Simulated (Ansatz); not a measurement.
# W: a strain scan

The task, for W: strain the cell along the Voigt pattern (0, 0, 0, 0, 1, 0).

The COD cell was measured well above room temperature, so it is larger than a cold one.

Computed with Ansatz 0.2.0 (DFT PBEsol, scalar-relativistic, plane waves, PAW, unless a step's input says otherwise).

## 1. The starting structure

It takes space group Im-3m (No. 229, cubic). Conventional cell: a = 3.195 Å, b = 3.195 Å, c = 3.195 Å, α = 90.00°, β = 90.00°, γ = 90.00°. W (site symmetry m-3m) is surrounded by 8 W at 2.77 Å.

As a file:

```cif
data_structure
_symmetry_space_group_name_H-M 'P 1'
_symmetry_Int_Tables_number 1
_cell_length_a 2.7666
_cell_length_b 2.7666
_cell_length_c 2.7666
_cell_angle_alpha 109.471
_cell_angle_beta 109.471
_cell_angle_gamma 109.471
_cell_volume 16.30
loop_
_atom_site_label
_atom_site_type_symbol
_atom_site_fract_x
_atom_site_fract_y
_atom_site_fract_z
_atom_site_occupancy
W1 W 0.00000 0.00000 0.00000 1
```

No relaxation comes first: the listed cell is the starting point.

## 2. The reference cell

Reference values: F = -10256.5492 eV; pressure -11.46 GPa; largest force 0.000 eV/Å; gap on the mesh none (metal). It was computed beforehand with the settings of the runs below.

## 3. Setting up a strain scan

The cell is strained by ε times the Voigt pattern (0, 0, 0, 0, 1, 0) (xx, yy, zz, yz, xz, xy; engineering shear), with fractional coordinates fixed (clamped ions). The stress on the pattern is the sum of the stress components weighted by it, tension positive.

## 4. ε = -0.0600

The input, input.yaml:

```yaml
crystal:
  lattice:
    - [-1.645219, 1.5973, 1.645219]
    - [1.549381, -1.5973, 1.549381]
    - [1.645219, 1.5973, -1.645219]
  atoms:
    - { symbol: W, position: [0.0, 0.0, 0.0] }
basis:
  ecutwfc: 420
kpoints:
  mp_grid: { grid: [20, 20, 20] }
hamiltonian:
  xc: pbesol
scf:
  occupations: { method: gaussian, width: 0.15 }
output:
  forces: true
  stress: true
  eigenvalues: true
```

Command:

```bash
> ansatz run input.yaml --threads 1 --pin off --max-ram 2560MiB --backend cpu --events-out ev --progress --plain --runs-dir out
```

The log of the run, cut to the lines that bear on the results:

```text
Warning: RAYON_NUM_THREADS=1 ignored (pool sized by the plan → 1); use --threads N
[...]
Pseudopotentials: kind: paw
Pseudopotential: W, paw, valence charge 14, recommended cutoff 420 eV (normal), W.paw.azcp
Functional definition: PBEsol
[...]
Crystal: 1 atoms, lattice volume = 16.287 Å³
Basis set: ecut = 420 eV, 321 PW (Γ), exchange–correlation on 40×40×40 points (8 copies of the dense FFT grid, shifted against one another)
Bands: 11, of which v1, the nominal top of the filled ones, is band 7 counted from 1 (6 counted from 0)
Symmetry: 8 space group operations
Space group: Fmmm (ITA 69), of the structure as read, at distance tolerance 2.5e-5 Å
k-points: 1166 of 8000
[...]
SCF iter   1: F=—  HF=-10256.525557 eV  |F-HF|=—  |Δ(HF+E_count)|=         —  Δρ=2.22e-3  dr2=2.06e-4  ethr=1.77e-3  ⟨swp⟩=5.0  Hψ=67641  notcnv=0
[...]
SCF iter   6: F=-10256.525321 eV  HF=-10256.525321 eV  |F-HF|=3.44e-10  |Δ(HF+E_count)|=  9.37e-10  Δρ=1.81e-6  dr2=3.97e-10  ethr=2.47e-11  ⟨swp⟩=1.4  Hψ=38965  notcnv=0
[...]
SCF converged after 6 iterations
Free energy (F): -10256.525321 eV
[...]
E sigma→0 (E₀):  -10256.523278 eV
Entropy (-TS):   -0.004085 eV (-4.085 meV/atom)
Fermi energy:    21.797816 eV
[...]
--- Forces (eV/Å), atoms counted from 1 ---
  atom   1  W     -0.00000000    -0.00000000     0.00000000
[...]
--- Stress (GPa, compression-positive) ---
      -10.697650      -0.000000       8.131066
       -0.000000     -10.295678      -0.000000
        8.131066      -0.000000     -10.697650
  P = ⅓ Tr σ = -10.5637 GPa (-105.637 kbar)
--- Band table (eV; the first three rows and the last of 1166) ---
  k-point 0: bands = ["-52.3532", "-16.0703", "-15.9705", "-15.8901", "12.2793", "20.0532", "20.4578", "21.0797", "23.9467", "24.0681", "35.6932"]
[...]
```

It took 17 s on 1 thread of Intel Xeon at 2.50GHz (Skylake/Cascade Lake), shared host; peak memory 0.51 GiB.

## 5. Point ε = 0.0450

The input, input.yaml:

```yaml
crystal:
  lattice:
    - [-1.56136075, 1.5973, 1.56136075]
    - [1.63323925, -1.5973, 1.63323925]
    - [1.56136075, 1.5973, -1.56136075]
  atoms:
    - { symbol: W, position: [0.0, 0.0, 0.0] }
basis:
  ecutwfc: 420
kpoints:
  mp_grid: { grid: [20, 20, 20] }
hamiltonian:
  xc: pbesol
scf:
  occupations: { method: gaussian, width: 0.15 }
output:
  forces: true
  stress: true
  eigenvalues: true
  write_density: true
  write_potential: true
  elf: true
  volumetric_format: npy
```

Command:

```bash
> ansatz run input.yaml --threads 1 --pin off --max-ram 2560MiB --backend cpu --events-out ev --progress --plain --runs-dir out
```

The log of the run, cut to the lines that bear on the results:

```text
Warning: RAYON_NUM_THREADS=1 ignored (pool sized by the plan → 1); use --threads N
[...]
[... 3 set-up lines as earlier in the session ...]
[...]
Crystal: 1 atoms, lattice volume = 16.293 Å³
Basis set: ecut = 420 eV, 321 PW (Γ), exchange–correlation on 40×40×40 points (8 copies of the dense FFT grid, shifted against one another)
Bands: 11, of which v1, the nominal top of the filled ones, is band 7 counted from 1 (6 counted from 0)
[... 2 set-up lines as earlier in the session ...]
k-points: 1166 of 8000
[...]
SCF iter   1: F=—  HF=-10256.535977 eV  |F-HF|=—  |Δ(HF+E_count)|=         —  Δρ=2.14e-3  dr2=1.88e-4  ethr=1.77e-3  ⟨swp⟩=5.0  Hψ=67654  notcnv=0
[...]
SCF iter   6: F=-10256.535736 eV  HF=-10256.535736 eV  |F-HF|=8.19e-11  |Δ(HF+E_count)|=  1.51e-10  Δρ=8.81e-7  dr2=9.11e-11  ethr=7.11e-12  ⟨swp⟩=4.8  Hψ=61293  notcnv=0
[...]
SCF converged after 6 iterations
Free energy (F): -10256.535736 eV
[...]
E sigma→0 (E₀):  -10256.533752 eV
Entropy (-TS):   -0.003967 eV (-3.967 meV/atom)
Fermi energy:    21.788930 eV
[...]
--- Forces (eV/Å), atoms counted from 1 ---
  atom   1  W      0.00000000    -0.00000000     0.00000000
[...]
--- Stress (GPa, compression-positive) ---
      -11.022703      -0.000000      -6.097354
       -0.000000     -10.783109      -0.000000
       -6.097354      -0.000000     -11.022703
  P = ⅓ Tr σ = -10.9428 GPa (-109.428 kbar)
--- Band table (eV; the first three rows and the last of 1166) ---
  k-point 0: bands = ["-52.3644", "-16.0599", "-15.9871", "-15.9255", "12.2699", "20.1721", "20.4950", "20.9423", "23.9267", "23.9960", "35.8143"]
[...]
```

Run time: 27 s. Hardware: 1 thread of Intel Xeon at 2.50GHz (Skylake/Cascade Lake), shared host; peak memory 0.49 GiB.

Axes a, b and c in the maps are those of this run's conventional cell (a, b, c = 3.195, 4.416, 4.619 Å).

Density in a lattice plane of the grid's cell (edges 3.19 and 4.62 Å, at 0.000 of the third edge), which holds W.

Ten even steps from '0' (0.26 e/Å³) to '9' (5.26 e/Å³):
```
8995200000002599
9863100000001368
5431000000000134
1100000000000001
0000000000000000
0000000111000000
0000013454310000
0000136898631000
0000259989952000
0000269868962000
0000259989952000
0000136898631000
0000013454310000
0000000111000000
0000000000000000
1100000000000001
5431000000000134
9863100000001368
8995200000002599
6896200000002698
```
Columns run along the first of these edges and rows up along the second, over one cell in 16 and 20 even steps from the bottom left corner. Atoms in the plane (fractional): W at (0.00, 0.00), W at (0.50, 0.50).

ELF in the same plane.

Ten even steps from '0' (0.00) to '9' (0.72):
```
2599522454225995
8998423565324899
9875334666433578
5443455555554344
3344544333445443
5555434454434555
6643357898753346
6532489989984235
5422599525995224
5422697101796224
5422599525995224
6532489989984235
6643357898753346
5555434454434555
3344544333445443
5443455555554344
9875334666433578
8998423565324899
2599522454225995
0179622454226971
```
Columns run along the first of these edges and rows up along the second, over one cell in 16 and 20 even steps from the bottom left corner. Atoms in the plane (fractional): W at (0.00, 0.00), W at (0.50, 0.50).

Both are smooth fields of the valence electrons: close to the nuclei they are not physical.

Outside the cores ELF peaks at 0.51 between the atoms, 1.7 Å from W.

## 6. At ε = -0.0300

The input, input.yaml:

```yaml
crystal:
  lattice:
    - [-1.6212595, 1.5973, 1.6212595]
    - [1.5733405, -1.5973, 1.5733405]
    - [1.6212595, 1.5973, -1.6212595]
  atoms:
    - { symbol: W, position: [0.0, 0.0, 0.0] }
basis:
  ecutwfc: 420
kpoints:
  mp_grid: { grid: [20, 20, 20] }
hamiltonian:
  xc: pbesol
scf:
  occupations: { method: gaussian, width: 0.15 }
output:
  forces: true
  stress: true
  eigenvalues: true
```

Command:

```bash
> ansatz run input.yaml --threads 1 --pin off --max-ram 2560MiB --backend cpu --events-out ev --progress --plain --runs-dir out
```

The log of the run, cut to the lines that bear on the results:

```text
Warning: RAYON_NUM_THREADS=1 ignored (pool sized by the plan → 1); use --threads N
[...]
[... 3 set-up lines as earlier in the session ...]
[...]
Crystal: 1 atoms, lattice volume = 16.298 Å³
Basis set: ecut = 420 eV, 321 PW (Γ), exchange–correlation on 40×40×40 points (8 copies of the dense FFT grid, shifted against one another)
Bands: 11, of which v1, the nominal top of the filled ones, is band 7 counted from 1 (6 counted from 0)
[... 2 set-up lines as earlier in the session ...]
k-points: 1166 of 8000
[...]
SCF iter   1: F=—  HF=-10256.543422 eV  |F-HF|=—  |Δ(HF+E_count)|=         —  Δρ=2.07e-3  dr2=1.75e-4  ethr=1.77e-3  ⟨swp⟩=5.0  Hψ=67521  notcnv=0
[...]
SCF iter   6: F=-10256.543196 eV  HF=-10256.543196 eV  |F-HF|=1.82e-12  |Δ(HF+E_count)|=  1.42e-10  Δρ=2.58e-7  dr2=6.03e-12  ethr=7.80e-12  ⟨swp⟩=1.2  Hψ=39795  notcnv=0
[...]
SCF converged after 6 iterations
Free energy (F): -10256.543196 eV
[...]
E sigma→0 (E₀):  -10256.541262 eV
Entropy (-TS):   -0.003868 eV (-3.868 meV/atom)
Fermi energy:    21.784566 eV
[...]
--- Forces (eV/Å), atoms counted from 1 ---
  atom   1  W     -0.00000000    -0.00000000     0.00000000
[...]
--- Stress (GPa, compression-positive) ---
      -11.263291       0.000000       4.097751
        0.000000     -11.141388       0.000000
        4.097751       0.000000     -11.263291
  P = ⅓ Tr σ = -11.2227 GPa (-112.227 kbar)
--- Band table (eV; the first three rows and the last of 1166) ---
  k-point 0: bands = ["-52.3723", "-16.0460", "-15.9989", "-15.9568", "12.2631", "20.2938", "20.5227", "20.8076", "23.9126", "23.9436", "35.9393"]
[...]
```

It took 25 s on 1 thread of Intel Xeon at 2.50GHz (Skylake/Cascade Lake), shared host; peak memory 0.51 GiB.

## 7. At ε = 0.0150

The input, input.yaml:

```yaml
crystal:
  lattice:
    - [-1.58532025, 1.5973, 1.58532025]
    - [1.60927975, -1.5973, 1.60927975]
    - [1.58532025, 1.5973, -1.58532025]
  atoms:
    - { symbol: W, position: [0.0, 0.0, 0.0] }
basis:
  ecutwfc: 420
kpoints:
  mp_grid: { grid: [20, 20, 20] }
hamiltonian:
  xc: pbesol
scf:
  occupations: { method: gaussian, width: 0.15 }
output:
  forces: true
  stress: true
  eigenvalues: true
  write_density: true
  write_potential: true
  elf: true
  volumetric_format: npy
```

Command:

```bash
> ansatz run input.yaml --threads 1 --pin off --max-ram 2560MiB --backend cpu --events-out ev --progress --plain --runs-dir out
```

The log of the run, cut to the lines that bear on the results:

```text
[...]
SCF converged after 6 iterations
Free energy (F): -10256.547718 eV
[...]
E sigma→0 (E₀):  -10256.545842 eV
Entropy (-TS):   -0.003750 eV (-3.750 meV/atom)
Fermi energy:    21.782000 eV
[...]
--- Forces (eV/Å), atoms counted from 1 ---
  atom   1  W      0.00000000     0.00000000    -0.00000000
[...]
--- Stress (GPa, compression-positive) ---
      -11.412039       0.000000      -2.074094
        0.000000     -11.373485      -0.000000
       -2.074094      -0.000000     -11.412039
  P = ⅓ Tr σ = -11.3992 GPa (-113.992 kbar)
--- Band table (eV; the first three rows and the last of 1166) ---
  k-point 0: bands = ["-52.3768", "-16.0288", "-16.0059", "-15.9843", "12.2591", "20.4184", "20.5398", "20.6753", "23.9041", "23.9119", "36.0683"]
[...]
```

It took 33 s on 1 thread of Intel Xeon at 2.50GHz (Skylake/Cascade Lake), shared host; peak memory 0.49 GiB.

The maps below are laid out on this run's own conventional cell (a, b, c = 3.195, 4.484, 4.552 Å).

Density in a lattice plane of the grid's cell (edges 3.19 and 4.55 Å, at 0.000 of the third edge), which holds W.

Ten even steps from ' ' (0.26 e/Å³) to '@' (5.26 e/Å³):
```
%%@@@@++::              ::++@@@@
@@%%**--..              ..--**%%
++==--..                  ..--==
......                      ....
                                
            ..........          
          ..--==++==--..        
        ..--**%%@@%%**--..      
        ::++@@@@%%@@@@++::      
        ::**@@%%**%%@@**::      
        ::++@@@@%%@@@@++::      
        ..--**%%@@%%**--..      
          ..--==++==--..        
            ..........          
                                
......                      ....
++==--..                  ..--==
@@%%**--..              ..--**%%
%%@@@@++::              ::++@@@@
**%%@@**::              ::**@@%%
```
Columns run along the first of these edges and rows up along the second, over one cell in 16 and 20 even steps from the bottom left corner. Atoms in the plane (fractional): W at (0.00, 0.00), W at (0.50, 0.50).

ELF in the same plane.

Values, 12 rows by 8 columns:
```
0.54 0.74 0.37 0.23 0.44 0.23 0.36 0.73
0.60 0.48 0.27 0.39 0.45 0.39 0.27 0.49
0.24 0.30 0.38 0.30 0.24 0.29 0.38 0.29
0.45 0.39 0.27 0.48 0.60 0.49 0.27 0.39
0.44 0.23 0.37 0.74 0.54 0.73 0.36 0.23
0.39 0.15 0.44 0.56 0.00 0.56 0.44 0.15
0.44 0.23 0.36 0.73 0.54 0.74 0.37 0.23
0.45 0.39 0.27 0.49 0.60 0.48 0.27 0.39
0.24 0.29 0.38 0.29 0.24 0.30 0.38 0.30
0.60 0.49 0.27 0.39 0.45 0.39 0.27 0.48
0.54 0.73 0.36 0.23 0.44 0.23 0.37 0.74
0.00 0.56 0.44 0.15 0.39 0.15 0.44 0.56
```
Columns run along the first of these edges and rows up along the second, over one cell in 8 and 12 even steps from the bottom left corner. Atoms in the plane (fractional): W at (0.00, 0.00), W at (0.50, 0.50).

Both are smooth fields of the valence electrons: close to the nuclei they are not physical.

The highest ELF values outside the cores: 0.51 between the atoms, 1.7 Å from W.

## 8. ε = 0.0525

The input, input.yaml:

```yaml
crystal:
  lattice:
    - [-1.555370875, 1.5973, 1.555370875]
    - [1.639229125, -1.5973, 1.639229125]
    - [1.555370875, 1.5973, -1.555370875]
  atoms:
    - { symbol: W, position: [0.0, 0.0, 0.0] }
basis:
  ecutwfc: 420
kpoints:
  mp_grid: { grid: [20, 20, 20] }
hamiltonian:
  xc: pbesol
scf:
  occupations: { method: gaussian, width: 0.15 }
output:
  forces: true
  stress: true
  eigenvalues: true
```

Command:

```bash
> ansatz run input.yaml --threads 1 --pin off --max-ram 2560MiB --backend cpu --events-out ev --progress --plain --runs-dir out
```

The log of the run, cut to the lines that bear on the results:

```text
Warning: RAYON_NUM_THREADS=1 ignored (pool sized by the plan → 1); use --threads N
[...]
[... 3 set-up lines as earlier in the session ...]
[...]
Crystal: 1 atoms, lattice volume = 16.290 Å³
Basis set: ecut = 420 eV, 321 PW (Γ), exchange–correlation on 40×40×40 points (8 copies of the dense FFT grid, shifted against one another)
Bands: 11, of which v1, the nominal top of the filled ones, is band 7 counted from 1 (6 counted from 0)
[... 2 set-up lines as earlier in the session ...]
k-points: 1166 of 8000
[...]
SCF iter   1: F=—  HF=-10256.531144 eV  |F-HF|=—  |Δ(HF+E_count)|=         —  Δρ=2.18e-3  dr2=1.96e-4  ethr=1.77e-3  ⟨swp⟩=5.0  Hψ=67677  notcnv=0
[...]
SCF iter   6: F=-10256.530902 eV  HF=-10256.530902 eV  |F-HF|=1.67e-10  |Δ(HF+E_count)|=  1.26e-10  Δρ=1.25e-6  dr2=1.88e-10  ethr=1.15e-11  ⟨swp⟩=1.4  Hψ=38294  notcnv=0
[...]
SCF converged after 6 iterations
Free energy (F): -10256.530902 eV
[...]
E sigma→0 (E₀):  -10256.528893 eV
Entropy (-TS):   -0.004020 eV (-4.020 meV/atom)
Fermi energy:    21.792730 eV
[...]
--- Forces (eV/Å), atoms counted from 1 ---
  atom   1  W      0.00000000    -0.00000000     0.00000000
[...]
--- Stress (GPa, compression-positive) ---
      -10.872377       0.000000      -7.107210
        0.000000     -10.555016      -0.000000
       -7.107210      -0.000000     -10.872377
  P = ⅓ Tr σ = -10.7666 GPa (-107.666 kbar)
--- Band table (eV; the first three rows and the last of 1166) ---
  k-point 0: bands = ["-52.3592", "-16.0655", "-15.9794", "-15.9083", "12.2742", "20.1123", "20.4775", "21.0107", "23.9360", "24.0297", "35.7533"]
[...]
```

Run time: 19 s. Hardware: 1 thread of Intel Xeon at 2.50GHz (Skylake/Cascade Lake), shared host; peak memory 0.51 GiB.

## 9. Point ε = 0.0375

Edit input.yaml of step 8 so:

```diff
@@ -2,5 +2,5 @@
   lattice:
-    - [-1.555370875, 1.5973, 1.555370875]
-    - [1.639229125, -1.5973, 1.639229125]
-    - [1.555370875, 1.5973, -1.555370875]
+    - [-1.567350625, 1.5973, 1.567350625]
+    - [1.627249375, -1.5973, 1.627249375]
+    - [1.567350625, 1.5973, -1.567350625]
   atoms:
```

Command:

```bash
> ansatz run input.yaml --threads 1 --pin off --max-ram 2560MiB --backend cpu --events-out ev --progress --plain --runs-dir out
```

The log of the run, cut to the lines that bear on the results:

```text
[...]
SCF converged after 6 iterations
Free energy (F): -10256.539832 eV
[...]
E sigma→0 (E₀):  -10256.537873 eV
Entropy (-TS):   -0.003919 eV (-3.919 meV/atom)
Fermi energy:    21.786326 eV
[...]
--- Forces (eV/Å), atoms counted from 1 ---
  atom   1  W      0.00000000     0.00000000     0.00000000
[...]
--- Stress (GPa, compression-positive) ---
      -11.152944       0.000000      -5.096714
        0.000000     -10.978442      -0.000000
       -5.096714      -0.000000     -11.152944
  P = ⅓ Tr σ = -11.0948 GPa (-110.948 kbar)
--- Band table (eV; the first three rows and the last of 1166) ---
  k-point 0: bands = ["-52.3688", "-16.0534", "-15.9936", "-15.9417", "12.2662", "20.2326", "20.5101", "20.8746", "23.9189", "23.9673", "35.8763"]
[...]
```

Run time: 23 s. Hardware: 1 thread of Intel Xeon at 2.50GHz (Skylake/Cascade Lake), shared host; peak memory 0.51 GiB.

## 10. At ε = 0.0225

Edit input.yaml of step 9 so:

```diff
@@ -2,5 +2,5 @@
   lattice:
-    - [-1.567350625, 1.5973, 1.567350625]
-    - [1.627249375, -1.5973, 1.627249375]
-    - [1.567350625, 1.5973, -1.567350625]
+    - [-1.579330375, 1.5973, 1.579330375]
+    - [1.615269625, -1.5973, 1.615269625]
+    - [1.579330375, 1.5973, -1.579330375]
   atoms:
```

Command:

```bash
> ansatz run input.yaml --threads 1 --pin off --max-ram 2560MiB --backend cpu --events-out ev --progress --plain --runs-dir out
```

The log of the run, cut to the lines that bear on the results:

```text
[...]
SCF converged after 6 iterations
Free energy (F): -10256.545827 eV
[...]
E sigma→0 (E₀):  -10256.543922 eV
Entropy (-TS):   -0.003810 eV (-3.810 meV/atom)
Fermi energy:    21.783200 eV
[...]
--- Forces (eV/Å), atoms counted from 1 ---
  atom   1  W      0.00000000     0.00000000    -0.00000000
[...]
--- Stress (GPa, compression-positive) ---
      -11.350601      -0.000000      -3.092350
       -0.000000     -11.273428      -0.000000
       -3.092350      -0.000000     -11.350601
  P = ⅓ Tr σ = -11.3249 GPa (-113.249 kbar)
--- Band table (eV; the first three rows and the last of 1166) ---
  k-point 0: bands = ["-52.3749", "-16.0378", "-16.0030", "-15.9710", "12.2608", "20.3558", "20.5326", "20.7411", "23.9076", "23.9252", "36.0033"]
[...]
```

Wall time 23 s (1 thread of Intel Xeon at 2.50GHz (Skylake/Cascade Lake), shared host); peak memory 0.51 GiB.

## 11. Point ε = 0.0075

Edit input.yaml of step 10 so:

```diff
@@ -2,5 +2,5 @@
   lattice:
-    - [-1.579330375, 1.5973, 1.579330375]
-    - [1.615269625, -1.5973, 1.615269625]
-    - [1.579330375, 1.5973, -1.579330375]
+    - [-1.591310125, 1.5973, 1.591310125]
+    - [1.603289875, -1.5973, 1.603289875]
+    - [1.591310125, 1.5973, -1.591310125]
   atoms:
```

Command:

```bash
> ansatz run input.yaml --threads 1 --pin off --max-ram 2560MiB --backend cpu --events-out ev --progress --plain --runs-dir out
```

The log of the run, cut to the lines that bear on the results:

```text
[...]
SCF converged after 6 iterations
Free energy (F): -10256.548858 eV
[...]
E sigma→0 (E₀):  -10256.547006 eV
Entropy (-TS):   -0.003705 eV (-3.705 meV/atom)
Fermi energy:    21.781076 eV
[...]
--- Forces (eV/Å), atoms counted from 1 ---
  atom   1  W      0.00000000     0.00000000     0.00000000
[...]
--- Stress (GPa, compression-positive) ---
      -11.447573       0.000000      -1.041607
        0.000000     -11.437104      -0.000000
       -1.041607      -0.000000     -11.447573
  P = ⅓ Tr σ = -11.4441 GPa (-114.441 kbar)
--- Band table (eV; the first three rows and the last of 1166) ---
  k-point 0: bands = ["-52.3780", "-16.0189", "-16.0076", "-15.9967", "12.2581", "20.4816", "20.5441", "20.6101", "23.9020", "23.9040", "36.1344"]
[...]
```

Wall time 22 s (1 thread of Intel Xeon at 2.50GHz (Skylake/Cascade Lake), shared host); peak memory 0.51 GiB.

## 12. All points together

Collected from the runs (energy zero: the undisturbed cell):

```
      ε  ΔE (meV/atom)  stress on the pattern (GPa)  pressure (GPa)
-0.0600           23.9                        -8.13           -10.6
-0.0300            6.0                        -4.10           -11.2
 0.0000            0.0                         0.00           -11.5
 0.0075            0.4                         1.04           -11.4
 0.0150            1.5                         2.07           -11.4
 0.0225            3.4                         3.09           -11.3
 0.0375            9.4                         5.10           -11.1
 0.0450           13.5                         6.10           -10.9
 0.0525           18.3                         7.11           -10.8
```

Not run, since symmetry makes them alike: 0.0600 repeats -0.0600, -0.0450 repeats 0.0450, 0.0300 repeats -0.0300, -0.0150 repeats 0.0150. Energy, pressure and gap are the same there.

## 13. Outcome

```
                                                              quantity    value
slope of the stress at ε = 0, from the points at -0.0300, 0 and 0.0075  138 GPa
```

**Reading.** The slope of the stress at zero strain, 138 GPa, estimates C55 with clamped ions in this Cartesian frame. The step is wide, so higher orders mix in. The reference stands under -11.5 GPa, so this is no zero-stress constant. The undisturbed cell stays the lowest of the sampled points. The runs treat W without spin-orbit coupling.
